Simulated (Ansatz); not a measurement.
# GeH₃O₃ radical: one species, many methods

The task here is to estimate one member of a computed series from the others.

Program: Ansatz 0.2.0, Gaussian basis. Level of theory: functionals in def2-TZVPP, the program's frozen cores in correlated methods. These are calculated values, not measurements.

Levels to be run: LDA (SPW92), PBE-D4, revPBE-D4, BLYP-D4, r2SCAN-D4, B97M-V, PBE0-D4, B3LYP-D4, r2SCANh-D4, r2SCAN0-D4, HSE06-D4, BHLYP-D4, CAM-B3LYP-D4, LC-ωPBE, ωB97X-V, ωB97M-V, B2PLYP, PBE-QIDH; CCSD(T)/def2-SVP; CCSD(T)/def2-TZVPP; MP2/def2-QZVPP; extrapolation to the limit; RPA on PBE.

### The relaxed structure

The geometry comes from an earlier relaxation with PBE0-D4 in a triple-zeta def2 set; it is a stationary point, not always the lowest conformer.

SMILES `[OH][Ge]([OH])[OH]`, 7 atoms, charge 0, spin multiplicity 2.

Atoms are counted from 1 here; the program's logs count them from 0.

Bond lengths: O1–Ge2 1.778 Å, O1–H5 0.962 Å, Ge2–O3 1.778 Å, Ge2–O4 1.778 Å, O3–H6 0.962 Å, O4–H7 0.962 Å. Angles: Ge2–O1–H5 112.6°, O1–Ge2–O3 106.7°, O1–Ge2–O4 106.7°, O3–Ge2–O4 106.7°, Ge2–O3–H6 112.6°, Ge2–O4–H7 112.6°.

Geometry (Å):

```xyz
7

O    -1.3865    0.7982   -0.3708
Ge    0.3287    0.3690   -0.1860
O     0.5883    0.0358    1.5407
O     0.5650   -1.1700   -1.0439
H    -1.6659    1.4798    0.2476
H     1.4129   -0.4302    1.7077
H     0.2186   -1.1505   -1.9409
```

The first run:

File in.yaml:

```yaml
crystal:
  periodic: [false, false, false]
  atoms:
    - {symbol: O, position_ang: [-1.386466, 0.798205, -0.370813]}
    - {symbol: Ge, position_ang: [0.328712, 0.368967, -0.186035]}
    - {symbol: O, position_ang: [0.588316, 0.035751, 1.540746]}
    - {symbol: O, position_ang: [0.565002, -1.169999, -1.043908]}
    - {symbol: H, position_ang: [-1.665892, 1.479765, 0.247551]}
    - {symbol: H, position_ang: [1.412933, -0.430214, 1.707660]}
    - {symbol: H, position_ang: [0.218596, -1.150473, -1.940901]}
basis:
  gaussian: {orbitals: def2-TZVPP}
magnetization: {spin_polarized: true, initial_magnetization: 1}
hamiltonian: {xc: lda}
output: {orbitals: {seedname: orbitals}}
```

Steps of the session up to this table: LDA; PBE-D4 (GGA); revPBE-D4 (GGA); BLYP-D4 (GGA); r2SCAN-D4 (meta-GGA); B97M-V (meta-GGA); PBE0-D4 (hybrid); B3LYP-D4 (hybrid); r2SCANh-D4 (hybrid); r2SCAN0-D4 (hybrid); HSE06-D4 (hybrid); BHLYP-D4 (hybrid); CAM-B3LYP-D4 (range-separated); LC-ωPBE-D4 (range-separated; the results give it without D4); ωB97X-V (range-separated); ωB97M-V (range-separated); B2PLYP (double hybrid); PBE-QIDH (double hybrid).

One table of the session follows, with a row left open; its other results are not shown here.

It belongs to the step «Frontier levels by functional». 

| functional | HOMO (eV) | LUMO (eV) | gap (eV) |
| --- | --- | --- | --- |
| LDA (SPW92) | -5.25 | -4.38 | 0.86 |
| PBE-D4 | -5.14 | -3.98 | 1.16 |
| revPBE-D4 | -5.09 | -3.83 | 1.26 |
| BLYP-D4 | -5.01 | -4.04 | 0.97 |
| r2SCAN-D4 | -5.55 | -3.63 | 1.92 |
| B97M-V | -5.40 | -4.00 | 1.40 |
| PBE0-D4 | -6.48 | -3.06 | 3.42 |
| B3LYP-D4 | -6.23 | -3.50 | 2.73 |
| r2SCANh-D4 | -6.05 | -3.29 | 2.76 |
| r2SCAN0-D4 | -6.79 | -2.79 | 4.00 |
| HSE06-D4 | ? | ? | ? |
| BHLYP-D4 | -7.69 | -2.27 | 5.42 |
| CAM-B3LYP-D4 | -7.81 | -2.20 | 5.62 |
| LC-ωPBE | -9.17 | -0.72 | 8.45 |
| ωB97X-V | -8.70 | -1.15 | 7.55 |
| ωB97M-V | -8.56 | -1.23 | 7.33 |

Q: Estimate the row for HSE06-D4 from the others.

As computed: HOMO (eV): -6.08; LUMO (eV): -3.43; gap (eV): 2.65. In the column «HOMO (eV)» it lies between B3LYP-D4 (-6.23) and r2SCANh-D4 (-6.05).
